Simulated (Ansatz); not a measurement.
# B2FH5O2Si: the cost of one run

All numbers below are computed with Ansatz 0.2.0 (RKS B3LYP-D4/6-31G).

### 1 Starting point

Bond lengths: O1–B2 1.402 Å, B2–B3 1.656 Å, B3–F4 1.539 Å, B3–Si5 1.925 Å, Si5–O6 1.703 Å, O1–H7 1.017 Å, B2–H8 1.181 Å, Si5–H9 1.526 Å, Si5–H10 1.447 Å, O6–H11 1.015 Å. Angles: O1–B2–B3 121.0°, O1–B2–H8 120.4°, B3–B2–H8 118.6°, B2–O1–H7 106.2°, B2–B3–F4 119.0°, B2–B3–Si5 122.5°, F4–B3–Si5 118.4°, B3–Si5–O6 109.6°, B3–Si5–H9 107.8°, B3–Si5–H10 109.9°, O6–Si5–H9 109.6°, O6–Si5–H10 111.0°, H9–Si5–H10 108.9°, Si5–O6–H11 104.9°.

Structure file:

```xyz
11

O    -1.2175   -0.7986    1.4747
B     0.0862   -1.2113    1.1643
B     0.9475   -0.4785   -0.0449
F     2.3944   -0.9308   -0.3117
Si    0.2488    0.9990   -1.0612
O    -1.1542    0.5078   -1.8932
H    -1.1239   -0.0557    2.1625
H     0.5929   -2.0910    1.7669
H    -0.1011    2.1151   -0.0812
H     1.2544    1.4827   -1.9819
H    -1.8620    0.4043   -1.1737
```

### 2 Preparing the start

Input file input.yaml:

```yaml
crystal:
  periodic: [false, false, false]
  atoms:
    - { symbol: O, position_ang: [-1.2175, -0.7986, 1.4747] }
    - { symbol: B, position_ang: [0.0862, -1.2113, 1.1643] }
    - { symbol: B, position_ang: [0.9475, -0.4785, -0.0449] }
    - { symbol: F, position_ang: [2.3944, -0.9308, -0.3117] }
    - { symbol: Si, position_ang: [0.2488, 0.999, -1.0612] }
    - { symbol: O, position_ang: [-1.1542, 0.5078, -1.8932] }
    - { symbol: H, position_ang: [-1.1239, -0.0557, 2.1625] }
    - { symbol: H, position_ang: [0.5929, -2.091, 1.7669] }
    - { symbol: H, position_ang: [-0.1011, 2.1151, -0.0812] }
    - { symbol: H, position_ang: [1.2544, 1.4827, -1.9819] }
    - { symbol: H, position_ang: [-1.862, 0.4043, -1.1737] }
basis:
  gaussian: { orbitals: "6-31G" }
hamiltonian:
  xc: b3lyp
  dispersion: d4
relax:
  f_tol: 0.02
  max_steps: 40
scf:
  lower_state_search: "off"
```

Run with:

```bash
> ansatz run input.yaml --threads 1 --pin off --max-ram 2048MiB --backend cpu --events-out ev --progress --plain --runs-dir out
```

Q: Estimate wall time and peak memory on 1 thread of Arm Neoverse V2, shared host.

About 70 s, with a peak of 0.15 GiB.
